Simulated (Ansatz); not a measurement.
**TaSi+ (septet): geometry optimisation**

Where does this start of TaSi+ (septet) end when it is relaxed?

Computed with Ansatz 0.2.0, Gaussian basis. Level: UKS PBE0/def2-TZVP.

## 1. Where the work starts

2 atoms, charge 1, spin multiplicity 7.

Atoms are counted from 1 here; the program's logs count them from 0.

Bond lengths: Ta1–Si2 2.560 Å.

As a file:

```xyz
2
SiTa
Ta    0.00000    0.00000    0.00000
Si    0.00000    0.00000    2.56000
```

The start is set by covalent radii. Sticks and bond lists go by distance. No spin-orbit coupling is included. Elements past krypton take def2 core potentials.

## 2. The run

Input file in.yaml:

```yaml
crystal:
  periodic: [false, false, false]
  atoms:
    - {symbol: Ta, position_ang: [0.000000, 0.000000, 0.000000]}
    - {symbol: Si, position_ang: [0.000000, 0.000000, 2.560000]}
basis:
  gaussian: {orbitals: def2-TZVP}
total_charge: 1
magnetization: {spin_polarized: true, initial_magnetization: 6}
hamiltonian: {xc: pbe0}
relax: {f_tol: 0.004, max_steps: 80}
```

Started as:

```
ansatz run in.yaml --threads 1 --pin off --events-out ev --progress --plain --max-ram 2176MiB
```

Before running it: what results should come out? Wanted: energy gained; shift from the start; total energy; ⟨S²⟩.

As calculated:

```
                  quantity          value
                     steps              4
             energy gained       0.068 eV
shift from the start (rms)        0.058 Å
              total energy  -9412.7015 eV
                      ⟨S²⟩         12.002
```

The bonds of the start are those of the end. Ta1–Si2 went from 2.560 to 2.443 Å. No vibrations were run, so this is a stationary point, not a proven minimum, and this spin need not be the ground state's.
